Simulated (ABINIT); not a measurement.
RbP2:

```
Rb P
1.0
     3.46583    0.00000    0.00000
     0.00000    3.46583    0.00000
     0.00000    0.00000    5.80153
Rb P
1 2
Direct
  0.50000 0.50000 0.00000
  0.00000 0.50000 0.50000
  0.50000 0.00000 0.50000
```

The cell was built by a generator and needn't be a form met in nature.

The cell isn't the ideal one: cell squeezed.

Base run:

```yaml
Program: ABINIT 10.8.3 (patched build)
Functional: AM05
Potentials_or_basis: PseudoDojo NC SR PBEsol v0.4.1 standard
Cutoff: 517 eV
k_mesh: 6 × 6 × 4
Occupations: fermi-dirac, width 0.05 eV
Spin: no spin polarisation
```

Its results: pressure -1.6 GPa.

Q: The run is repeated on the same cell with these changes: k mesh from 6 × 6 × 4 to 8 × 8 × 6, shifted; other keys from none to diemix = 0.1. What comes out?

A: Pressure -1.2 GPa.

Caveats: the cutoff is short for stress, so the pressure is rough; the potentials were made for another functional, which shifts forces and pressure.
